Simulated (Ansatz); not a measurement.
# Mn3Sb: the cost of one run

All numbers are computed with the Python package of Ansatz 0.2.0. The levels of theory stand in the script.

## Step 1: Starting point

Symmetry: Fm-3m, No. 225, cubic system. The conventional cell has a = 5.988 Å, b = 5.988 Å, c = 5.988 Å, α = 90.00°, β = 90.00°, γ = 90.00°. Around Mn (site symmetry -43m) lie 4 Sb at 2.59 Å and 4 Mn at 2.59 Å. Mn (site symmetry m-3m) is surrounded by 8 Mn at 2.59 Å. Sb (site symmetry m-3m) is surrounded by 8 Mn at 2.59 Å.

The script reads mn3sb.xyz:

```xyz
4
Lattice="0.0 2.994122 2.994122 2.994122 0.0 2.994122 2.994122 2.994122 0.0" Properties=species:S:1:pos:R:3:initial_magmoms:R:1 pbc="T T T"
Mn    4.49118300    4.49118300    4.49118300  2.80
Mn    1.49706100    1.49706100    1.49706100  2.80
Mn    0.00000000    0.00000000    0.00000000  2.80
Sb    2.99412200    2.99412200    2.99412200  0.00
```

## Step 2: The code

mn3sb.py

```python
# -*- coding: utf-8 -*-
'''Functional comparison for Mn3Sb (totals differ with the potentials too).'''

import argparse
import warnings

import ansatz as az
import pandas as pd

parser = argparse.ArgumentParser(description='Functional comparison for Mn3Sb (totals differ with the potentials too).')
parser.add_argument('--ecut', type=float, required=True, help='plane-wave cutoff (eV)')
parser.add_argument('--filling', default='Fermi-Dirac', help='how the bands are filled')
args = parser.parse_args()

warnings.simplefilter('ignore', az.DeckWarning)

crystal = az.Crystal.from_extxyz('mn3sb.xyz')

calculation = (
    crystal.calculation()
    .basis(args.ecut)
    .kpoints(7)
    .spin('collinear')
    .occupations(args.filling)
    .stress()
)

rows = []
for value in ['blyp', 'lda', 'pbesol']:
    rep = calculation.functional(value).run(threads=1).report
    rows.append((value, rep['free_energy_ev'] / len(rep['lattice']['sites']), rep['n_iterations'], sum(rep['stress_gpa'][i][i] for i in range(3)) / 3, rep['magnetization_mub'], rep['n_kpoints']))

table = pd.DataFrame(rows, columns=['functional', 'F/atom (eV)', 'iterations', 'P (GPa)', 'moment (muB)', 'k-points'])
print(table.round(5).to_string(index=False))
```

## Step 3: Launch

Launch:

```sh
> python mn3sb.py --ecut 450.0
```

What time and memory should one allow on 1 thread of Arm Neoverse V1, shared host?

About 39 s, with a peak of 0.55 GiB.
